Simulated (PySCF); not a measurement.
**CoCl₄: relaxation and vibrations of the sextet**

Aim: relax CoCl₄ as a sextet from a hand-made see-saw geometry, check by its vibrations whether the end is a minimum, and collect its spectrum and constants.

Program: PySCF 2.14.0. Level of theory: PBE, basis Co def2-SVP, Cl def2-SVP, no relativity, density fitting. These are calculated values, not measurements.

### 1 The starting structure

5 atoms, charge 0, spin multiplicity 6.

Bond lengths: Co1–Cl2 2.100 Å, Co1–Cl3 2.100 Å, Co1–Cl4 2.100 Å, Co1–Cl5 2.100 Å. Angles: Cl2–Co1–Cl3 170.0°, Cl2–Co1–Cl4 86.9°, Cl2–Co1–Cl5 86.9°, Cl3–Co1–Cl4 86.9°, Cl3–Co1–Cl5 86.9°, Cl4–Co1–Cl5 104.0°.

```xyz
5
charge 0 multiplicity 6
Co    0.0000    0.0000   -0.5192
Cl    0.0000    2.0920   -0.3362
Cl    0.0000   -2.0920   -0.3362
Cl    1.6548    0.0000    0.7737
Cl   -1.6548    0.0000    0.7737
```

### 2 Relaxing the sextet from the see-saw start

The steps below are one call of a driver around PySCF. For each, scf.py gives the equivalent set-up of the SCF; relaxations use the driver's own optimiser. Before each start the driver seeks the lowest SCF state from one or more starting densities and follows internal instabilities, so scf.py alone need not reach the same state.

The program finds C2v symmetry in the start, which this walk keeps. Threshold on the gradient: 0.0003 Eh/bohr, with a further test on the energy change.

File scf.py:

```python
from pyscf import gto, scf, dft
mol = gto.M(atom='''
Co     0.000000     0.000000    -0.519198
Cl     0.000000     2.092000    -0.336198
Cl    -0.000000    -2.092000    -0.336198
Cl     1.654800    -0.000000     0.773702
Cl    -1.654800     0.000000     0.773702''',
    basis={'Co': 'def2-SVP', 'Cl': 'def2-SVP'},
    charge=0, spin=5)
mf = dft.UKS(mol, xc='PBE')
mf.grids.atom_grid = (50, 194)
aux = {'Co': 'def2-universal-JKFIT', 'Cl': 'def2-universal-JKFIT'}
mf = mf.density_fit(auxbasis=aux)
mf.kernel()
```

The runs that follow: Vibrations and properties at this point.

**Question.** What will these runs give? Wanted: minimum; geometry; wavenumbers; dipole moment; highest occupied, lowest empty level; polar-tensor charge of Co1; zero-point energy; atomisation energy; ⟨S²⟩.

As calculated:

| quantity | value |
| --- | --- |
| minimum | sextet, Td |
| geometry | Co–Cl 2.153 Å (×4); Cl–Co–Cl 109.5° (×6) |
| wavenumbers (cm⁻¹) | 104 (e), 131 (t2), 329 (a1), 399 (t2) |
| dipole moment | 0.00 D |
| highest occupied, lowest empty level (either spin) | -7.60, -6.73 eV |
| polar-tensor charge of Co1 | +0.94 e |
| zero-point energy | 12.7 kJ/mol |
| entropy at 298.15 K | 375.7 J/(mol K) |
| atomisation energy (no zero-point energy) | 1298 kJ/mol |
| ⟨S²⟩ | 8.754 |

**Reading.** The see-saw start (C2v) ends in a minimum of Td symmetry. The strongest infrared band lies at 399 cm⁻¹ (t2, stretch). The dipole vanishes although Co1 carries +0.9 e by the polar tensor: the bond dipoles cancel. Most of the spin sits on Co1 (Mulliken spin 2.83, against 5 for the whole molecule). Other starts or spin states, not run here, may lie lower. One determinant may miss the lowest occupation of an open d or f shell.
